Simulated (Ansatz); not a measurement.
# C2H9GaOSi: vertical ionisation energy

Aim: the vertical ionisation energy of C2H9GaOSi, as cation minus neutral at the neutral's geometry, on several levels, and how well −ε(HOMO) stands in for it.

The runs use Ansatz 0.2.0, Gaussian basis; unrestricted cation, the program's frozen cores in correlated methods.

Levels to be run: UKS PBE-D4/def2-TZVPP; UKS r2SCAN-D4/def2-TZVPP; UKS PBE0-D4/def2-TZVPP; UKS B3LYP-D4/def2-TZVPP; UKS wB97X-V/def2-TZVPP; UKS wB97M-V/def2-TZVPP; UKS B2PLYP/def2-TZVPP; UHF-CCSD(T)/def2-TZVPP; UHF-MP2/def2-QZVPP; extrapolation to the limit; then −ε(HOMO) from the neutral's earlier runs with LDA (SPW92), PBE-D4, revPBE-D4, BLYP-D4, r2SCAN-D4, B97M-V, PBE0-D4, B3LYP-D4, r2SCANh-D4, r2SCAN0-D4, HSE06-D4, BHLYP-D4, CAM-B3LYP-D4, LC-ωPBE, ωB97X-V, ωB97M-V.

## Step 1: Structure used throughout

All runs share one geometry, relaxed beforehand with PBE0-D4 in a triple-zeta def2 set.

14 atoms, charge 0, spin multiplicity 1.

Atoms are counted from 1 here; the program's logs count them from 0.

Bond lengths: C1–Ga2 1.959 Å, C1–H6 1.091 Å, C1–H7 1.093 Å, C1–H8 1.093 Å, Ga2–C3 1.954 Å, Ga2–O4 1.804 Å, C3–H9 1.092 Å, C3–H10 1.093 Å, C3–H11 1.090 Å, O4–Si5 1.622 Å, Si5–H12 1.490 Å, Si5–H13 1.495 Å, Si5–H14 1.489 Å. Angles: Ga2–C1–H6 112.2°, Ga2–C1–H7 109.9°, Ga2–C1–H8 109.8°, H6–C1–H7 108.8°, H6–C1–H8 108.8°, H7–C1–H8 107.2°, C1–Ga2–C3 133.3°, C1–Ga2–O4 114.8°, C3–Ga2–O4 112.0°, Ga2–C3–H9 109.7°, Ga2–C3–H10 109.4°, Ga2–C3–H11 112.6°, H9–C3–H10 107.3°, H9–C3–H11 109.2°, H10–C3–H11 108.5°, Ga2–O4–Si5 139.8°, O4–Si5–H12 110.5°, O4–Si5–H13 111.9° and more.

## Step 2: Cation, UKS PBE-D4/def2-TZVPP

File in.yaml:

```yaml
crystal:
  periodic: [false, false, false]
  atoms:
    - {symbol: C, position_ang: [-1.053684, 1.593906, 0.577468]}
    - {symbol: Ga, position_ang: [0.245331, 0.128751, 0.629376]}
    - {symbol: C, position_ang: [1.511480, -0.490827, 1.982343]}
    - {symbol: O, position_ang: [0.303156, -0.883317, -0.862436]}
    - {symbol: Si, position_ang: [-0.411122, -0.992068, -2.314884]}
    - {symbol: H, position_ang: [-1.044557, 2.185989, 1.493247]}
    - {symbol: H, position_ang: [-0.839241, 2.250869, -0.268886]}
    - {symbol: H, position_ang: [-2.059332, 1.193086, 0.428303]}
    - {symbol: H, position_ang: [2.488350, -0.655372, 1.523376]}
    - {symbol: H, position_ang: [1.174016, -1.450131, 2.383178]}
    - {symbol: H, position_ang: [1.617192, 0.211909, 2.809314]}
    - {symbol: H, position_ang: [-1.113410, -2.298248, -2.455738]}
    - {symbol: H, position_ang: [-1.419176, 0.091739, -2.522101]}
    - {symbol: H, position_ang: [0.600997, -0.886285, -3.402541]}
basis:
  gaussian: {orbitals: def2-TZVPP}
total_charge: 1
magnetization: {spin_polarized: true, initial_magnetization: 1}
hamiltonian: {xc: pbe, dispersion: d4}
```

Launch:

```console
ansatz run in.yaml --threads 2 --pin off --events-out ev --progress --plain --max-ram 22528MiB --backend cuda --devices 0, --max-vram 18GiB
```

The runs that follow: Cation, UKS r2SCAN-D4/def2-TZVPP; Cation, UKS PBE0-D4/def2-TZVPP; Cation, UKS B3LYP-D4/def2-TZVPP; Cation, UKS wB97X-V/def2-TZVPP; Cation, UKS wB97M-V/def2-TZVPP; Cation, UKS B2PLYP (frozen core)/def2-TZVPP; Cation, UHF-CCSD(T)/def2-TZVPP; Cation, UHF-MP2/def2-QZVPP.

Before running them: what should the planned runs give, taken together? Wanted: ionisation energy, CCSD(T)/CBS; nearest functional by difference; nearest −ε(HOMO); −ε(HOMO) of PBE; T1 of the cation.

The runs gave:

```
                        quantity               value
  ionisation energy, CCSD(T)/CBS            10.06 eV
nearest functional by difference  ωB97X-V (-0.12 eV)
                nearest −ε(HOMO)  ωB97X-V (+0.03 eV)
                 −ε(HOMO) of PBE             6.44 eV
                T1 of the cation               0.037
```

By cation minus neutral, the functionals miss by 0.93 eV at most. The PBE orbital energy is 3.6 eV too small: a semilocal HOMO is no ionisation energy. Among orbital estimates ωB97X-V comes nearest. Hartree-Fock falls 0.78 eV short, as the neutral has more correlation energy than the cation. The cation's T1 (from the report) is 0.037, near the customary mark of 0.045 for open shells, so the coupled-cluster value is less safe. The cation may have settled in a state other than its lowest; no search over hole states beyond the program's own was made. Correlated methods include outer-core shells of Ga, which these sets cover unevenly. With outer-core shells in play the reference is unsure by up to some tenths of an eV, so close misses can't be ranked.
